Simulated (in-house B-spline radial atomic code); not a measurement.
# Hf³⁶⁺: binding energies from hole states

Aim: the cost of two holes at once in Hf³⁶⁺, against the sum of the two single holes.

The numbers are computed with in-house B-spline radial atomic code version 1 (Dirac-Hartree-Fock, average of configuration, Fermi nucleus, basis-set limit), except any that are marked as measured or tabulated.

## (1) Starting point

| Item | Value |
| --- | --- |
| element | hafnium (Z = 72) |
| charge | +36 |
| electrons | 36 |
| configuration | [Ar] 3d10 4s2 4p6 |
| Hamiltonian | Dirac-Coulomb |
| nucleus | Fermi, rms radius 5.347 fm |

Outer shells as boxes (Hund's rule):

[Ar] 3d10 4s2 4p6
```
[Ar] core
3d [↑↓][↑↓][↑↓][↑↓][↑↓]
4s [↑↓]
4p [↑↓][↑↓][↑↓]
```

Settings of the run:

```ini
Z = 72
electrons = 36.0
configuration = [Ar] 3d10 4s2 4p6
hamiltonian = dirac
method = hf
spin_polarised = False
nucleus = fermi
rms_radius = 5.347
mass_number = 180
atomic_mass = 179.946559537
speed_of_light = 137.035999084
```

This reference run was done before. Its total energy is -14340.642788 hartree, and its levels are (the highest eight at most):

```
orbital  occupation  energy (eV)  <r> (bohr)
  3s1/2           2     -4136.90      0.2052
  3p1/2           2     -3903.69      0.1952
  3p3/2           4     -3636.09      0.2085
  3d3/2           4     -3250.05      0.1830
  3d5/2           6     -3192.11      0.1871
  4s1/2           2     -1860.08      0.4216
  4p1/2           2     -1752.13      0.4200
  4p3/2           4     -1670.91      0.4401
```

Single holes known from earlier runs (ΔSCF): 1s 67232.0 eV, 2p1/2 12351.5 eV, 2p3/2 11159.0 eV, 3d3/2 3243.02 eV, 3d5/2 3185.43 eV, 4s 1859.41 eV, 4p3/2 1670.26 eV.

## (2) The 3d3/2 and 4s holes

In configurations, a minus sign after the shell means j = l − 1/2 and a plus sign j = l + 1/2; the count of electrons follows.

Settings of the run:

```ini
Z = 72
electrons = 34.0
configuration = 1s2 2s2 2p6 3s2 3p6 3d-3 3d+6 4s1 4p6
hamiltonian = dirac
method = hf
spin_polarised = False
nucleus = fermi
rms_radius = 5.347
mass_number = 180
atomic_mass = 179.946559537
speed_of_light = 137.035999084
```

## (3) The 2p3/2 and 3d3/2 holes

The settings differ from step 2 so:

```diff
@@ -2,3 +2,3 @@
 electrons = 34.0
-configuration = 1s2 2s2 2p6 3s2 3p6 3d-3 3d+6 4s1 4p6
+configuration = 1s2 2s2 2p-2 2p+3 3s2 3p6 3d-3 3d+6 4s2 4p6
 hamiltonian = dirac
```

## (4) The 3d5/2 and 4s holes

The settings differ from step 3 so:

```diff
@@ -2,3 +2,3 @@
 electrons = 34.0
-configuration = 1s2 2s2 2p-2 2p+3 3s2 3p6 3d-3 3d+6 4s2 4p6
+configuration = 1s2 2s2 2p6 3s2 3p6 3d-4 3d+5 4s1 4p6
 hamiltonian = dirac
```

## (5) The 2p1/2 and 4p3/2 holes

The settings differ from step 4 so:

```diff
@@ -2,3 +2,3 @@
 electrons = 34.0
-configuration = 1s2 2s2 2p6 3s2 3p6 3d-4 3d+5 4s1 4p6
+configuration = 1s2 2s2 2p-1 2p+4 3s2 3p6 3d10 4s2 4p-2 4p+3
 hamiltonian = dirac
```

## (6) The 1s and 1s holes

The settings differ from step 5 so:

```diff
@@ -2,3 +2,3 @@
 electrons = 34.0
-configuration = 1s2 2s2 2p-1 2p+4 3s2 3p6 3d10 4s2 4p-2 4p+3
+configuration = 2s2 2p6 3s2 3p6 3d10 4s2 4p6
 hamiltonian = dirac
```

Q: What does each hole state cost in eV, and how does that compare with the orbital energies or single holes?

**Answer**, as computed:

| two holes | ΔSCF (eV) | less the two single holes (eV) |
| --- | --- | --- |
| 3d3/2 and 4s | 5171.08 | 68.65 |
| 2p3/2 and 3d3/2 | 14548.7 | 146.62 |
| 3d5/2 and 4s | 5113.27 | 68.43 |
| 2p1/2 and 4p3/2 | 14095.9 | 74.14 |
| 1s and 1s | 135716.1 | 1252.16 |

Two holes cost more than the sum of each, because the second electron leaves a more charged ion. The excess runs from 68.4 eV (3d5/2 and 4s) to 1252.2 eV (1s and 1s); it tends to be largest where both holes are compact. Values are for the free ion, measured from the vacuum level.
